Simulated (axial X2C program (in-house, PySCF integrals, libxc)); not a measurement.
# NbH: Ω levels from open-shell CI on d3 s1 p(π)0

Which Ω levels does NbH have in the configuration d3 s1 p(π)0, and how far apart?

The runs use an in-house X2C program for linear molecules on PySCF integrals; two-component X2C, average-of-configuration Hartree–Fock and CI in the open shells.

All values are calculated.

### Step 1. Input

Contents of task.json:

```json
{
 "zs": [
  41,
  1
 ],
 "q": 0,
 "bas": [
  "dyall-v3z",
  "dyall-v3z"
 ],
 "r0": 1.79,
 "metal": 0,
 "shells": [
  [
   2,
   [
    0,
    1,
    2
   ],
   3
  ],
  [
   0,
   [
    0
   ],
   1
  ],
  [
   1,
   [
    1
   ],
   0
  ]
 ],
 "fix": 0,
 "emax": 3.2,
 "nroots": 4,
 "opt": {
  "cfac": 2
 }
}
```

Keys: zs atomic numbers; q charge; bas basis sets; r0 starting distance in Å; metal index of the metal atom; shells open shells as [l, |m| values, electrons]; fix electron count of the first shell held; emax energy window in eV; nroots roots for each Ω; cfac factor on the speed of light (100 gives the non-relativistic limit).

The run is started by

```
$ python soci.py task.json out
```

Two-component X2C with atomic mean-field Coulomb and Gaunt terms, basis Nb dyall-v3z, H dyall-v3z (cores contracted in-house). Orbitals come from Hartree–Fock averaged over the configuration Nb d3 s1 p(π)0; CI then distributes these electrons over the d, s, p(π) shells of Nb. The speed of light was multiplied by 2, so these are model numbers.

### Step 2. CI at R = 1.910 Å

Before running it: what results should come out? Wanted: lowest level of the model; next level; lowest curve, Re and ωe.

**Answer**, as computed:

```
                 quantity                                 value
lowest level of the model  Ω = 0, g∥ = 0.00, 86% d3 s1 + 13% d4
               next level                  Ω = 0, 0 cm⁻¹ higher
  lowest curve, Re and ωe                  1.841 Å, 1583.0 cm⁻¹
```

What this shows: From 1.910 to 2.254 Å the gap from the lowest to the fifth level goes from 159 to 161 cm⁻¹. Without dynamic correlation distances can be off by several hundredths of an Å, and the wavenumbers are rough. There is no dynamic correlation: spin–orbit spacings and, for f shells, spacings inside one term are the most reliable numbers, splittings between terms come out too wide, and energies between configurations are not reliable, so the lowest level need not be the ground state of the molecule. For d shells the ligand-field splittings (σ, π, δ) and their order can be off by a thousand cm⁻¹ or more. At most 4 roots were kept for each Ω > 0 (twice that for Ω = 0) within 3.2 eV of the lowest, so higher up levels can be missing between those listed; levels with Ω > 0 are doubly degenerate and listed once, Ω = 0 levels singly. Some active spinors are only partly of the character that their shell is named for, so the shell names and counts are nominal. States that fill the shells left empty in the average are placed too high.
